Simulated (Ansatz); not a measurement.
**ZrSeTe: a single-point run**

The task is a single-point run on ZrSeTe. The structure is shown as the input types it. The cell is built on a prototype (Janus 1T monolayer) and needn't be the phase found in nature.

Method: density functional or hybrid calculation with the settings of its input, plane waves (as first typed), in Ansatz 0.2.0.

1 further run of the same task is left out (it didn't finish).

### Step 1. The starting structure

The structure is trigonal, space group P3m1 (No. 156). The conventional cell has a = 3.922 Å, b = 3.922 Å, c = 31.086 Å, α = 90.00°, β = 90.00°, γ = 120.00°. Zr (site symmetry 3m) is surrounded by 3 Se at 2.69 Å and 3 Te at 2.92 Å. Se (site symmetry 3m) is surrounded by 3 Zr at 2.69 Å. Te (site symmetry 3m) has 3 Zr at 2.92 Å as nearest neighbours.

As a file:

```cif
data_structure
_symmetry_space_group_name_H-M 'P 1'
_symmetry_Int_Tables_number 1
_cell_length_a 3.9220
_cell_length_b 3.9220
_cell_length_c 31.0863
_cell_angle_alpha 90.000
_cell_angle_beta 90.000
_cell_angle_gamma 120.000
_cell_volume 414.12
loop_
_atom_site_label
_atom_site_type_symbol
_atom_site_fract_x
_atom_site_fract_y
_atom_site_fract_z
_atom_site_occupancy
Zr1 Zr 0.00000 0.00000 0.29377 1
Se1 Se 0.33333 0.66667 0.34047 1
Te1 Te 0.66667 0.33333 0.23431 1
```

### Step 2. Running it

File input.yaml:

```yaml
crystal:
  lattice:
    - [3.9220391721, 0.0, 0.0]
    - [-1.9610195861, 3.3965855577, 0.0]
    - [0.0, 0.0, 31.0863133048]
  atoms:
    - { symbol: Zr, position: [0.0, 0.0, 0.2937718991] }
    - { symbol: Se, position: [0.3333333333, 0.6666666667, 0.3404669892] }
    - { symbol: Te, position: [0.6666666667, 0.3333333333, 0.2343105513] }
  periodic: [true, true, false]
kpoints:
  mp_grid: { grid: [6, 6, 1] }
hamiltonian:
  xc: pbe
scf:
  occupations: { method: fermi_dirac, width: 0.02 }
  n_extra_bands: 4
  max_iter: 100
output:
  forces: true
  stress: true
  eigenvalues: true
basis:
  ecutwfc: 80
```

Launch:

```bash
> ansatz run input.yaml --threads 4 --pin off --max-ram 4608MiB --backend cpu --events-out ev --progress --plain --runs-dir out
```

What happens when this is run?

This run ends as converged, with warnings (cutoff below recommended, net force over tolerance, slab electrons at coulomb cutoff). It gives a largest force of 11.7 eV/Å, which is large; a structure far from rest gives such values too, whatever the setting.

Look at the input: basis.ecutwfc is 80. With so few plane waves the basis is incomplete by a wide margin. The potentials' recommended cutoff is 420 eV.

Run again and compare: delete basis.ecutwfc (the default then holds).
